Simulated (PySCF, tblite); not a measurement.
**C₅H₁₂N₂: geometry, infrared bands and NMR shifts**

What infrared bands and NMR shifts should C₅H₁₂N₂ (`CN(C)/C=C\CN`) show?

Programs: tblite 0.8.0 and PySCF 2.14.0, with density-fitted response routines of our own. Each step states its level of theory. These are calculated values for one molecule in the gas phase, unless marked as measured. Atoms are numbered from 0 throughout.

## 1. The starting structure

19 atoms, charge 0, multiplicity 1; geometry from: force field or distance geometry start.

Bonds of the start (Å): C0–N1 1.45, N1–C2 1.45, N1–C3 1.43, C3–C4 1.32, C4–C5 1.49, C5–N6 1.48, C0–H7 1.11, C0–H8 1.12, C0–H9 1.14, C2–H10 1.11, C2–H11 1.14, C2–H12 1.11, C3–H13 1.11, C4–H14 1.08, C5–H15 1.11, C5–H16 1.10, N6–H17 1.05, N6–H18 1.06.

## 2. Geometry optimisation with GFN2-xTB

The job: settings as JSON, then the geometry in Å.

```
{"job": {"kind": "relax", "xc": "GFN2-xTB", "basis": "xTB"}, "charge": 0, "multiplicity": 1}
C     -1.125900     0.986000     0.865600
N     -1.108900    -0.261600     0.130600
C     -2.236200    -0.554200    -0.733900
C     -0.036800    -1.195100     0.238900
C      1.203000    -0.937300    -0.124800
C      1.613900     0.368900    -0.714300
N      2.647800     0.893500     0.199000
H     -0.225700     1.122300     1.508500
H     -1.249500     1.864400     0.183400
H     -2.019900     1.036400     1.566300
H     -2.406300     0.230700    -1.501800
H     -3.160800    -0.716900    -0.093700
H     -2.092000    -1.531200    -1.231200
H     -0.292300    -2.186900     0.669600
H      1.984400    -1.683300    -0.025900
H      2.132600     0.247800    -1.683900
H      0.801600     1.106100    -0.790100
H      2.218400     1.097900     1.140200
H      3.342600     0.121800     0.390000
```

On the command line:

```
$ OMP_NUM_THREADS=1 python probes_run.py task.json out
```

The driver reads the jobs from task.json and runs them one after another.

**Question.** This job is followed by: GFN2-xTB harmonic vibrations, gas phase; GIAO PBE0/pcSseg-1 NMR shielding, non-relativistic, gas phase. Predict these results of the whole session: strongest single infrared mode (GFN2-xTB); zero-point energy (GFN2-xTB); ¹³C shifts against TMS (PBE0/pcSseg-1, means over atoms taken as alike); ¹H shifts against TMS (PBE0/pcSseg-1, means over atoms taken as alike); ¹⁵N shifts against NH3 (PBE0/pcSseg-1); surface potential, 1st and 99th percentile.

**Answer**, as computed:

| quantity | value |
| --- | --- |
| strongest single infrared mode (GFN2-xTB) | 1715 cm⁻¹, 260 km/mol |
| zero-point energy (GFN2-xTB) | 105.2 kcal/mol |
| ¹³C shifts against TMS (PBE0/pcSseg-1, means over atoms taken as alike) | 140.3, 106.1, 44.3, 42.8 ppm |
| ¹H shifts against TMS (PBE0/pcSseg-1, means over atoms taken as alike) | 5.43, 4.43, 3.34, 2.79, 0.50 ppm |
| ¹⁵N shifts against NH3 (PBE0/pcSseg-1) | 77.9, 59.8 ppm |
| surface potential, 1st and 99th percentile | -1.98 V and 0.97 V |

The optimisation took 121 steps and gained 0.630 eV; among the close pairs (by a distance rule), N1–C3 changed most, from 1.426 to 1.377 Å. No mode is imaginary among the 51: a minimum at this level. The strongest single mode, at 1715 cm⁻¹, moves mainly C3 and C4. Unscaled tight-binding wavenumbers are off by several per cent, some by more. Its intensities can rank the bands wrongly. The most deshielded carbon is C3 (alkene carbon bearing nitrogen), at 140.3 ppm: an sp2 carbon further deshielded by the attached heteroatom. H13 (hydrogen on an alkene carbon bearing nitrogen) lies farthest downfield among hydrogen, at 5.43 ppm; attached to an sp2 carbon and in the plane of the double bond.
